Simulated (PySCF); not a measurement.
**B2H5NO: spin-spin couplings and electronic excitations at several levels of theory**

How much do the spin-spin couplings and electronic excitations of B2H5NO (`BOBN`) depend on the level of theory, and what does each level cost?

The runs use PySCF 2.14.0, with density-fitted response routines of our own; the level of theory stands in each step. All values are computed, except where a source is named. Atoms count from 0, in the outputs and in this text.

## 1. Starting geometry

9 atoms, charge 0, multiplicity 1; geometry from: PBE0-D3(BJ)/def2-SVP.

Bonds of the start (Å): B0–O1 1.35, O1–B2 1.39, B2–N3 1.39, B0–H4 1.21, B0–H5 1.21, B2–H6 1.21, N3–H7 1.01, N3–H8 1.01.

## 2. Spin-spin couplings: B3LYP/def2-TZVP

What the job is given:

```
{"job": {"kind": "j", "xc": "B3LYP", "basis": "def2-TZVP"}, "charge": 0, "multiplicity": 1}
B     -1.771294     0.503793     0.348078
O     -0.667106    -0.269775     0.299680
B      0.581165     0.095804    -0.187730
N      1.620770    -0.821402    -0.074962
H     -1.743157     1.644931    -0.066617
H     -2.777963     0.020415     0.817214
H      0.759606     1.179946    -0.694891
H      2.557484    -0.630822    -0.399400
H      1.494722    -1.730995     0.351657
```

Method: B3LYP/def2-TZVP indirect spin-spin coupling, non-relativistic, gas phase.

Launch:

```bash
$ OMP_NUM_THREADS=1 python probes_run.py task.json out
```

One launch serves the whole session: the jobs run in the order shown.

What it wrote:

```text
coarse grid: 7424 points
cycle   1  E = -182.7889218087  dE =  2.949e-01  |g| = 7.597e-01  |ddm| = 2.111e+00
cycle   2  E = -182.5541367225  dE =  2.348e-01  |g| = 1.343e+00  |ddm| = 1.162e+00
cycle   3  E = -182.8920894724  dE = -3.380e-01  |g| = 1.153e-01  |ddm| = 8.054e-01
cycle   4  E = -182.8940163841  dE = -1.927e-03  |g| = 6.484e-02  |ddm| = 8.777e-02
cycle   5  E = -182.8947855197  dE = -7.691e-04  |g| = 1.454e-02  |ddm| = 3.592e-02
cycle   6  E = -182.8948379961  dE = -5.248e-05  |g| = 2.029e-03  |ddm| = 1.218e-02
cycle   7  E = -182.8948391166  dE = -1.121e-06  |g| = 1.782e-04  |ddm| = 2.203e-03
final grid: 71480 points
cycle   8  E = -182.8909713717  dE = -5.247e-05  |g| = 5.166e-03  |ddm| = 5.091e-02
cycle   9  E = -182.8909643068  dE =  7.065e-06  |g| = 7.831e-03  |ddm| = 6.337e-03
cycle  10  E = -182.8909764642  dE = -1.216e-05  |g| = 3.264e-04  |ddm| = 3.804e-03
cycle  11  E = -182.8909764872  dE = -2.301e-08  |g| = 1.250e-04  |ddm| = 3.516e-04
cycle  12  E = -182.8909764912  dE = -3.926e-09  |g| = 5.138e-05  |ddm| = 1.490e-04
cycle  13  E = -182.8909764916  dE = -4.205e-10  |g| = 1.568e-05  |ddm| = 2.814e-05
converged SCF energy = -182.8909764916

Indirect spin-spin couplings (Hz)
  i      j    bonds     total        FC       PSO       DSO        SD
  0 B    1 O    1     -7.546   -13.893     6.443    -0.070    -0.025
  0 B    2 B    2      2.181     2.395    -0.019    -0.196     0.001
  0 B    3 N    3     -2.807    -2.628    -0.147     0.059    -0.091
  0 B    4 H    1    144.624   144.760    -1.158     0.641     0.380
  0 B    5 H    1    151.140   151.263    -1.107     0.608     0.376
  0 B    6 H    3      3.597     3.791    -0.010    -0.158    -0.026
  0 B    7 H    4      0.677     0.783     0.489    -0.597     0.003
  0 B    8 H    4     -0.215    -0.186     0.467    -0.517     0.021
  1 O    2 B    1    -11.565   -14.879     3.500    -0.123    -0.064
  1 O    3 N    2      5.534     5.893    -0.459    -0.005     0.106
  1 O    4 H    2      0.527    -0.567     1.014     0.180    -0.099
  1 O    5 H    2    -16.177   -17.127     0.897     0.137    -0.084
  1 O    6 H    2     -3.373    -4.035     0.514     0.149    -0.001
  1 O    7 H    3     -8.000    -8.315    -0.005     0.339    -0.019
  1 O    8 H    3     -1.470    -1.903     0.378    -0.000     0.055
  2 B    3 N    1    -37.640   -39.764     2.539    -0.082    -0.334
  2 B    4 H    3      5.669     5.771    -0.071    -0.029    -0.002
  2 B    5 H    3      8.247     8.394     0.471    -0.632     0.014
  2 B    6 H    1    155.830   155.571    -1.100     1.058     0.300
  2 B    7 H    2      5.072     6.349    -0.267    -0.913    -0.096
  2 B    8 H    2     -2.861    -1.574    -0.253    -0.913    -0.121
  3 N    6 H    2    -11.290   -11.622     0.245     0.112    -0.025
  3 N    7 H    1    -82.045   -78.783    -2.830    -0.232    -0.200
  3 N    8 H    1    -78.508   -75.305    -2.779    -0.249    -0.175
  4 H    5 H    2     21.887    22.271     1.347    -1.945     0.215
  4 H    8 H    5     -0.174     0.080     1.053    -1.314     0.006
  5 H    6 H    4     -0.516    -0.174     1.018    -1.361     0.002
  6 H    7 H    3      2.454     2.703     0.474    -0.722    -0.002
  6 H    8 H    3      9.604    10.467     2.264    -3.164     0.037
  7 H    8 H    2     -3.112    -3.647     5.778    -5.642     0.399
```

Run time: 17 s. Hardware: 1 thread of Arm Neoverse V1, shared host; peak memory 0.62 GiB.

The basis is not made for couplings: without tight functions at the nuclei these values are rough.

Couplings of 1 Hz or more over one to four bonds, nine at most for each number, with means over like pairs (isotopes 11B, 1H, 15N, 17O):

```csv
pair,bonds,J (Hz),Fermi contact (Hz),dihedral (°)
B2–H6,1,155.8,155.6,–
B0–H4,1,147.9,148.0,–
N3–H7,1,-80.3,-77.0,–
B2–N3,1,-37.6,-39.8,–
O1–B2,1,-11.6,-14.9,–
B0–O1,1,-7.5,-13.9,–
H4–H5,2,21.9,22.3,–
N3–H6,2,-11.3,-11.6,–
O1–H4,2,-7.8,-8.8,–
O1–N3,2,5.5,5.9,–
O1–H6,2,-3.4,-4.0,–
H7–H8,2,-3.1,-3.6,–
B0–B2,2,2.2,2.4,–
B2–H7,2,1.1,2.4,–
B2–H4,3,7.0,7.1,–
H6–H7,3,6.0,6.6,–
O1–H7,3,-4.7,-5.1,–
B0–H6,3,3.6,3.8,-4
B0–N3,3,-2.8,-2.6,176
```

Means hide unlike values in this fixed geometry: O1–H4 from -16.2 to 0.5 Hz; B2–H7 from -2.9 to 5.1 Hz; H6–H7 from 2.5 to 9.6 Hz. They hold only if the pairs exchange fast.

Quadrupole couplings from the field gradients of the same density:

```csv
atom,isotope,eQq/h (MHz),η
O1,17O,5.611,0.50
B0,11B,4.721,0.29
B2,11B,3.432,0.45
N3,14N,-2.890,0.72
```

## 3. Spin-spin couplings: B3LYP/cc-pVTZ

Settings changed since step 2:

```diff
@@ -1,2 +1,2 @@
-{"job": {"kind": "j", "xc": "B3LYP", "basis": "def2-TZVP"}, "charge": 0, "multiplicity": 1}
+{"job": {"kind": "j", "xc": "B3LYP", "basis": "cc-pVTZ"}, "charge": 0, "multiplicity": 1}
 B     -1.771294     0.503793     0.348078
```

With the program's defaults for keys left out, this is: B3LYP/cc-pVTZ indirect spin-spin coupling, non-relativistic, gas phase.

What it wrote:

```text
coarse grid: 7424 points
cycle   1  E = -182.7834026202  dE =  2.930e-01  |g| = 7.593e-01  |ddm| = 6.346e+00
cycle   2  E = -182.5527641435  dE =  2.306e-01  |g| = 1.338e+00  |ddm| = 2.504e+00
cycle   3  E = -182.8856548330  dE = -3.329e-01  |g| = 1.173e-01  |ddm| = 1.624e+00
cycle   4  E = -182.8877025782  dE = -2.048e-03  |g| = 6.346e-02  |ddm| = 2.151e-01
cycle   5  E = -182.8884280114  dE = -7.254e-04  |g| = 1.473e-02  |ddm| = 9.037e-02
cycle   6  E = -182.8884813558  dE = -5.334e-05  |g| = 2.124e-03  |ddm| = 2.717e-02
cycle   7  E = -182.8884825601  dE = -1.204e-06  |g| = 1.879e-04  |ddm| = 4.554e-03
final grid: 71480 points
cycle   8  E = -182.8871059272  dE = -5.895e-05  |g| = 5.360e-03  |ddm| = 6.570e-02
cycle   9  E = -182.8870984452  dE =  7.482e-06  |g| = 8.129e-03  |ddm| = 1.656e-02
cycle  10  E = -182.8871112755  dE = -1.283e-05  |g| = 3.010e-04  |ddm| = 1.012e-02
cycle  11  E = -182.8871112945  dE = -1.900e-08  |g| = 1.137e-04  |ddm| = 7.651e-04
cycle  12  E = -182.8871112979  dE = -3.326e-09  |g| = 3.010e-05  |ddm| = 2.584e-04
cycle  13  E = -182.8871112980  dE = -1.075e-10  |g| = 1.618e-05  |ddm| = 4.702e-05
converged SCF energy = -182.8871112980

Indirect spin-spin couplings (Hz)
  i      j    bonds     total        FC       PSO       DSO        SD
  0 B    1 O    1     -4.937   -11.437     6.622    -0.071    -0.051
  0 B    2 B    2     -0.557    -0.343    -0.019    -0.195    -0.000
  0 B    3 N    3     -2.423    -2.240    -0.148     0.059    -0.093
  0 B    4 H    1    139.788   139.670    -1.081     0.618     0.582
  0 B    5 H    1    148.729   148.568    -1.019     0.587     0.593
  0 B    6 H    3      3.910     4.109    -0.016    -0.157    -0.025
  0 B    7 H    4      0.804     0.878     0.520    -0.598     0.003
  1 O    2 B    1     -7.937   -11.338     3.612    -0.123    -0.088
  1 O    3 N    2      5.175     5.532    -0.459    -0.005     0.106
  1 O    4 H    2      0.991    -0.083     0.999     0.181    -0.107
  1 O    5 H    2    -14.306   -15.256     0.895     0.139    -0.084
  1 O    6 H    2     -2.913    -3.567     0.502     0.150     0.001
  1 O    7 H    3     -7.635    -7.928    -0.022     0.340    -0.025
  1 O    8 H    3     -1.407    -1.833     0.372     0.000     0.054
  2 B    3 N    1    -36.660   -38.904     2.675    -0.083    -0.349
  2 B    4 H    3      5.399     5.505    -0.075    -0.030    -0.000
  2 B    5 H    3      8.143     8.263     0.504    -0.633     0.009
  2 B    6 H    1    153.177   152.710    -1.024     1.031     0.460
  2 B    7 H    2      5.112     6.343    -0.193    -0.921    -0.117
  2 B    8 H    2     -2.155    -0.920    -0.173    -0.917    -0.145
  3 N    6 H    2     -8.918    -9.263     0.261     0.112    -0.028
  3 N    7 H    1    -75.878   -72.445    -2.898    -0.216    -0.318
  3 N    8 H    1    -71.758   -68.390    -2.847    -0.234    -0.287
  4 H    5 H    2     21.632    21.914     1.475    -1.969     0.212
  4 H    6 H    4      0.170     0.002    -0.652     0.803     0.017
  5 H    6 H    4     -0.465    -0.185     1.083    -1.367     0.003
  6 H    7 H    3      2.582     2.795     0.522    -0.735    -0.001
  6 H    8 H    3      9.473    10.164     2.456    -3.181     0.035
  7 H    8 H    2     -2.574    -3.379     6.128    -5.718     0.395
```

It took 23 s on 1 thread of Arm Neoverse V1, shared host; peak memory 0.73 GiB.

The basis is not made for couplings: without tight functions at the nuclei these values are rough.

In short: J(B2,H6) 153.2 Hz, J(B0,H4) 144.3 Hz, J(N3,H7) -73.8 Hz (means over like pairs).

## 4. J couplings: B3LYP/6-31G*

Settings changed since step 3:

```diff
@@ -1,2 +1,2 @@
-{"job": {"kind": "j", "xc": "B3LYP", "basis": "cc-pVTZ"}, "charge": 0, "multiplicity": 1}
+{"job": {"kind": "j", "xc": "B3LYP", "basis": "6-31G*"}, "charge": 0, "multiplicity": 1}
 B     -1.771294     0.503793     0.348078
```

Level: B3LYP/6-31G* indirect spin-spin coupling, non-relativistic, gas phase.

What it wrote:

```text
coarse grid: 7424 points
cycle   1  E = -182.7329592771  dE =  3.002e-01  |g| = 7.105e-01  |ddm| = 2.632e+00
cycle   2  E = -182.5380000466  dE =  1.950e-01  |g| = 1.219e+00  |ddm| = 1.454e+00
cycle   3  E = -182.8305598019  dE = -2.926e-01  |g| = 1.049e-01  |ddm| = 1.019e+00
cycle   4  E = -182.8323867968  dE = -1.827e-03  |g| = 5.164e-02  |ddm| = 9.651e-02
cycle   5  E = -182.8329160618  dE = -5.293e-04  |g| = 1.294e-02  |ddm| = 4.227e-02
cycle   6  E = -182.8329595762  dE = -4.351e-05  |g| = 1.361e-03  |ddm| = 1.224e-02
cycle   7  E = -182.8329601584  dE = -5.822e-07  |g| = 1.039e-04  |ddm| = 2.013e-03
final grid: 71480 points
cycle   8  E = -182.8040347015  dE = -1.487e-05  |g| = 4.923e-03  |ddm| = 1.343e-02
cycle   9  E = -182.8040281663  dE =  6.535e-06  |g| = 7.484e-03  |ddm| = 8.575e-03
cycle  10  E = -182.8040399670  dE = -1.180e-05  |g| = 2.687e-04  |ddm| = 4.946e-03
cycle  11  E = -182.8040399883  dE = -2.130e-08  |g| = 7.761e-05  |ddm| = 3.332e-04
cycle  12  E = -182.8040399891  dE = -8.160e-10  |g| = 5.110e-05  |ddm| = 7.276e-05
cycle  13  E = -182.8040399896  dE = -5.198e-10  |g| = 5.296e-06  |ddm| = 4.266e-05
converged SCF energy = -182.8040399896

Indirect spin-spin couplings (Hz)
  i      j    bonds     total        FC       PSO       DSO        SD
  0 B    1 O    1    -15.421   -20.931     5.633    -0.078    -0.045
  0 B    2 B    2     -2.045    -1.795    -0.055    -0.195    -0.000
  0 B    3 N    3     -2.634    -2.498    -0.116     0.059    -0.079
  0 B    4 H    1    159.830   159.937    -1.215     0.685     0.423
  0 B    5 H    1    163.964   164.043    -1.161     0.659     0.423
  0 B    6 H    3      2.240     2.473    -0.054    -0.154    -0.025
  0 B    7 H    4      0.485     0.705     0.375    -0.594    -0.001
  0 B    8 H    4     -0.383    -0.247     0.360    -0.515     0.019
  1 O    2 B    1    -19.162   -21.946     2.970    -0.129    -0.057
  1 O    3 N    2      4.384     4.691    -0.381    -0.005     0.079
  1 O    4 H    2      0.589    -0.520     1.021     0.167    -0.078
  1 O    5 H    2    -12.196   -13.154     0.878     0.131    -0.051
  1 O    6 H    2     -2.930    -3.573     0.517     0.137    -0.011
  1 O    7 H    3     -6.295    -6.663     0.047     0.336    -0.014
  1 O    8 H    3     -0.898    -1.319     0.374     0.000     0.046
  2 B    3 N    1    -35.163   -37.094     2.326    -0.083    -0.311
  2 B    4 H    3      3.805     3.938    -0.106    -0.025    -0.002
  2 B    5 H    3      6.738     7.005     0.346    -0.627     0.014
  2 B    6 H    1    172.890   172.533    -1.082     1.102     0.336
  2 B    7 H    2      6.189     7.571    -0.368    -0.898    -0.117
  2 B    8 H    2     -1.984    -0.573    -0.363    -0.897    -0.152
  3 N    6 H    2     -8.836    -9.217     0.278     0.110    -0.006
  3 N    7 H    1    -82.652   -79.739    -2.376    -0.269    -0.268
  3 N    8 H    1    -80.288   -77.421    -2.335    -0.285    -0.246
  4 H    5 H    2     19.847    20.774     0.817    -1.875     0.132
  4 H    6 H    4      0.397     0.130    -0.564     0.808     0.023
  4 H    7 H    5     -0.391     0.072     0.630    -1.084    -0.010
  4 H    8 H    5     -0.438     0.092     0.767    -1.304     0.007
  5 H    6 H    4     -0.830    -0.211     0.722    -1.345     0.004
  5 H    7 H    5     -0.408     0.125     0.805    -1.358     0.020
  5 H    8 H    5     -0.271     0.055     0.427    -0.745    -0.008
  6 H    7 H    3      2.177     2.739     0.133    -0.691    -0.004
  6 H    8 H    3      9.498    10.920     1.675    -3.131     0.034
  7 H    8 H    2     -2.904    -1.820     4.127    -5.518     0.307
```

Run time: 6.1 s. Hardware: 1 thread of Arm Neoverse V1, shared host; peak memory 0.46 GiB.

This basis has no tight s functions, so the Fermi-contact terms are rough.

In short: J(B2,H6) 172.9 Hz, J(B0,H4) 161.9 Hz, J(N3,H7) -81.5 Hz (means over like pairs).

## 5. TDDFT and polarisability: HF/def2-SVPD

Settings changed since step 4:

```diff
@@ -1,2 +1,2 @@
-{"job": {"kind": "j", "xc": "B3LYP", "basis": "6-31G*"}, "charge": 0, "multiplicity": 1}
+{"job": {"kind": "uv", "xc": "HF", "basis": "def2-SVPD", "ip": true}, "charge": 0, "multiplicity": 1}
 B     -1.771294     0.503793     0.348078
```

Method: TDDFT HF/def2-SVPD, vertical, gas phase, core orbitals frozen in the response.

What it wrote:

```text
final grid: 71480 points
cycle   1  E = -181.5207606351  dE =  4.403e-01  |g| = 5.256e-01  |ddm| = 3.422e+00
cycle   2  E = -181.5790963894  dE = -5.834e-02  |g| = 2.804e-01  |ddm| = 9.736e-01
cycle   3  E = -181.5941136255  dE = -1.502e-02  |g| = 6.426e-02  |ddm| = 3.134e-01
cycle   4  E = -181.5953037798  dE = -1.190e-03  |g| = 8.167e-03  |ddm| = 1.364e-01
cycle   5  E = -181.5953296888  dE = -2.591e-05  |g| = 2.937e-03  |ddm| = 2.828e-02
cycle   6  E = -181.5953322856  dE = -2.597e-06  |g| = 7.797e-04  |ddm| = 7.821e-03
cycle   7  E = -181.5953325506  dE = -2.650e-07  |g| = 1.827e-04  |ddm| = 2.623e-03
cycle   8  E = -181.5953325719  dE = -2.130e-08  |g| = 4.899e-05  |ddm| = 7.969e-04
cycle   9  E = -181.5953325736  dE = -1.735e-09  |g| = 1.227e-05  |ddm| = 2.240e-04
cycle  10  E = -181.5953325738  dE = -1.123e-10  |g| = 3.345e-06  |ddm| = 5.236e-05
converged SCF energy = -181.5953325738

Static polarisability (au): isotropic 38.490, principal 29.777 38.435 47.259

Singlet excitations
state   eV       nm        f      main configurations
  1   6.9457    178.5   0.00000   H-1->L+2 0.77
  2   8.3107    149.2   0.04958   H->L 0.60, H->L+1 0.12, H->L+5 0.09
  3   9.4718    130.9   0.33418   H->L+4 0.65
  4   9.4889    130.7   0.07545   H-2->L+4 0.32, H-1->L+4 0.32, H->L+4 0.09
  5   9.6073    129.1   0.07698   H-1->L 0.43, H-1->L+1 0.40
  6   9.6391    128.6   0.00504   H->L+3 0.39, H->L+6 0.12, H->L+7 0.12
  7  10.0046    123.9   0.02305   H-2->L+2 0.42, H-4->L+2 0.24
  8  10.1028    122.7   0.06988   H->L+2 0.61, H-3->L+2 0.15
  9  10.2800    120.6   0.04584   H-1->L+1 0.26, H-1->L+5 0.24, H-1->L 0.17
 10  10.3175    120.2   0.00583   H->L+5 0.41, H->L 0.27, H->L+1 0.12

Triplet excitations (Tamm-Dancoff, eV): 6.0727 7.4922 7.8218 8.4311
Vertical ionisation energy (delta-SCF) = 9.5195 eV
```

It took 5.1 s on 1 thread of Arm Neoverse V1, shared host; peak memory 0.46 GiB.

The orbitals next to the gap, with their largest atomic shares:

```csv
orbital,eV,atoms
HOMO−3,-15.41,"O1 71 %, B2 11 %, B0 10 %"
HOMO−2,-13.68,"B2 30 %, H6 28 %, B0 12 %"
HOMO−1,-12.08,"B0 29 %, O1 28 %, H4 17 %"
HOMO,-11.83,"N3 65 %, B2 13 %, O1 9 %"
LUMO,1.97,"B2 62 %, B0 16 %, H7 7 %"
LUMO+1,2.50,"B0 65 %, B2 10 %, H5 8 %"
LUMO+2,2.73,"B0 37 %, O1 33 %, H4 12 %"
```

With each of the 10 states as a Gaussian band of 0.4 eV half-width at 1/e, the curve within the window shown has maxima at 149 nm (ε 2,000), 131 nm (ε 20,000) L/(mol cm). Beyond the last state computed it falls off for lack of states. The curve at chosen wavelengths:

(nm, ε (L/mol/cm)): (117, 1685), (120, 4636), (123, 7603), (126, 12328), (129, 18853), (133, 16988), (136, 8788), (139, 3042), (142, 1244), (145, 1441), (148, 1941), (151, 1915), (154, 1367), (158, 559), (161, 213), (164, 65), (167, 17), (170, 4), (173, 1), (176, 0), (179, 0), (183, 0), (186, 0), (189, 0), (192, 0), (195, 0)

Further results of this job:

```csv
property,computed
dipole moment (D),1.82
polarisability (Å³),5.70
HOMO–LUMO gap (eV),13.80
−ε(HOMO) (eV),11.83
```

## 6. Excited states and response: LDA/def2-SVPD

Settings changed since step 5:

```diff
@@ -1,2 +1,2 @@
-{"job": {"kind": "uv", "xc": "HF", "basis": "def2-SVPD", "ip": true}, "charge": 0, "multiplicity": 1}
+{"job": {"kind": "uv", "xc": "LDA", "basis": "def2-SVPD", "ip": true}, "charge": 0, "multiplicity": 1}
 B     -1.771294     0.503793     0.348078
```

With the program's defaults for keys left out, this is: TDDFT LDA/def2-SVPD, vertical, gas phase, core orbitals frozen in the response.

What it wrote:

```text
coarse grid: 7424 points
cycle   1  E = -180.9445942013  dE =  2.284e-01  |g| = 7.287e-01  |ddm| = 4.798e+00
cycle   2  E = -180.4361755937  dE =  5.084e-01  |g| = 1.718e+00  |ddm| = 2.939e+00
cycle   3  E = -181.0478175818  dE = -6.116e-01  |g| = 1.807e-01  |ddm| = 2.406e+00
cycle   4  E = -181.0541072520  dE = -6.290e-03  |g| = 9.119e-02  |ddm| = 3.168e-01
cycle   5  E = -181.0554653856  dE = -1.358e-03  |g| = 3.839e-02  |ddm| = 9.881e-02
cycle   6  E = -181.0558646496  dE = -3.993e-04  |g| = 5.257e-03  |ddm| = 6.318e-02
cycle   7  E = -181.0558732604  dE = -8.611e-06  |g| = 7.471e-04  |ddm| = 1.518e-02
final grid: 71480 points
cycle   8  E = -181.0989069541  dE = -3.730e-05  |g| = 4.440e-03  |ddm| = 9.143e-02
cycle   9  E = -181.0988937610  dE =  1.319e-05  |g| = 9.069e-03  |ddm| = 1.226e-02
cycle  10  E = -181.0989109857  dE = -1.722e-05  |g| = 4.706e-04  |ddm| = 8.251e-03
cycle  11  E = -181.0989110277  dE = -4.201e-08  |g| = 2.570e-04  |ddm| = 8.128e-04
cycle  12  E = -181.0989110398  dE = -1.217e-08  |g| = 8.936e-05  |ddm| = 3.083e-04
cycle  13  E = -181.0989110417  dE = -1.849e-09  |g| = 8.679e-06  |ddm| = 1.539e-04
cycle  14  E = -181.0989110417  dE = -2.382e-11  |g| = 1.205e-06  |ddm| = 2.429e-05
converged SCF energy = -181.0989110417

Static polarisability (au): isotropic 46.360, principal 33.842 44.413 60.826

Singlet excitations
state   eV       nm        f      main configurations
  1   5.0865    243.8   0.00015   H->L 0.99
  2   5.7918    214.1   0.09364   H-1->L 0.94
  3   6.4680    191.7   0.00211   H->L+1 0.61, H-2->L 0.39
  4   6.5476    189.4   0.00170   H-2->L 0.60, H->L+1 0.38
  5   6.6742    185.8   0.00739   H->L+2 0.99
  6   7.2337    171.4   0.04154   H-1->L+2 0.99
  7   7.6193    162.7   0.02815   H->L+3 0.99
  8   7.8326    158.3   0.20266   H-1->L+1 0.78
  9   7.9079    156.8   0.09093   H->L+4 0.97
 10   8.1454    152.2   0.00128   H-1->L+3 0.92

Triplet excitations (Tamm-Dancoff, eV): 4.7207 5.2677 6.2708 6.3390
Vertical ionisation energy (delta-SCF) = 10.3353 eV
Vertical electron affinity (delta-SCF) = -0.9366 eV
```

Wall time 26 s (1 thread of Arm Neoverse V1, shared host); peak memory 0.46 GiB.

In short: HOMO -6.85 eV, LUMO -1.93 eV; lowest singlet 5.09 eV.

## 7. Ultraviolet spectrum: PBE/def2-SVPD

Settings changed since step 6:

```diff
@@ -1,2 +1,2 @@
-{"job": {"kind": "uv", "xc": "LDA", "basis": "def2-SVPD", "ip": true}, "charge": 0, "multiplicity": 1}
+{"job": {"kind": "uv", "xc": "PBE", "basis": "def2-SVPD", "ip": true}, "charge": 0, "multiplicity": 1}
 B     -1.771294     0.503793     0.348078
```

Method: TDDFT PBE/def2-SVPD, vertical, gas phase, core orbitals frozen in the response.

What it wrote:

```text
coarse grid: 7424 points
cycle   1  E = -182.2892739419  dE =  2.357e-01  |g| = 7.267e-01  |ddm| = 4.790e+00
cycle   2  E = -181.8072442288  dE =  4.820e-01  |g| = 1.673e+00  |ddm| = 2.621e+00
cycle   3  E = -182.3915003063  dE = -5.843e-01  |g| = 1.767e-01  |ddm| = 2.109e+00
cycle   4  E = -182.3973459283  dE = -5.846e-03  |g| = 9.161e-02  |ddm| = 3.004e-01
cycle   5  E = -182.3988081752  dE = -1.462e-03  |g| = 3.514e-02  |ddm| = 1.008e-01
cycle   6  E = -182.3991475402  dE = -3.394e-04  |g| = 4.934e-03  |ddm| = 5.878e-02
cycle   7  E = -182.3991552564  dE = -7.716e-06  |g| = 6.486e-04  |ddm| = 1.352e-02
final grid: 71480 points
cycle   8  E = -182.4363468962  dE = -2.665e-05  |g| = 1.255e-02  |ddm| = 8.413e-02
cycle   9  E = -182.4362350480  dE =  1.118e-04  |g| = 2.658e-02  |ddm| = 3.155e-02
cycle  10  E = -182.4363781072  dE = -1.431e-04  |g| = 2.220e-03  |ddm| = 2.154e-02
cycle  11  E = -182.4363794856  dE = -1.378e-06  |g| = 4.495e-04  |ddm| = 4.381e-03
cycle  12  E = -182.4363795247  dE = -3.913e-08  |g| = 1.582e-04  |ddm| = 5.749e-04
cycle  13  E = -182.4363795302  dE = -5.479e-09  |g| = 2.210e-05  |ddm| = 2.129e-04
cycle  14  E = -182.4363795303  dE = -1.313e-10  |g| = 6.666e-06  |ddm| = 5.003e-05
converged SCF energy = -182.4363795303

Static polarisability (au): isotropic 45.637, principal 33.236 43.758 59.916

Singlet excitations
state   eV       nm        f      main configurations
  1   5.2778    234.9   0.00012   H->L 1.00
  2   5.8368    212.4   0.09135   H-1->L 0.94
  3   6.6352    186.9   0.00757   H->L+1 0.97
  4   6.6741    185.8   0.00323   H->L+2 0.78, H-2->L 0.20
  5   6.7589    183.4   0.00084   H-2->L 0.79, H->L+2 0.19
  6   7.0481    175.9   0.03739   H-1->L+1 0.96
  7   7.5750    163.7   0.02198   H->L+3 0.99
  8   7.8379    158.2   0.18493   H-1->L+2 0.74
  9   7.9125    156.7   0.09741   H->L+4 0.95
 10   7.9341    156.3   0.00444   H-1->L+3 0.99

Triplet excitations (Tamm-Dancoff, eV): 4.8262 5.2641 6.4143 6.4864
Vertical ionisation energy (delta-SCF) = 10.2632 eV
Vertical electron affinity (delta-SCF) = -1.0843 eV
```

Wall time 37 s (1 thread of Arm Neoverse V1, shared host); peak memory 0.48 GiB.

Key values: HOMO -6.81 eV, LUMO -1.65 eV; lowest singlet 5.28 eV.

(Part 1 of 2 ends here.)
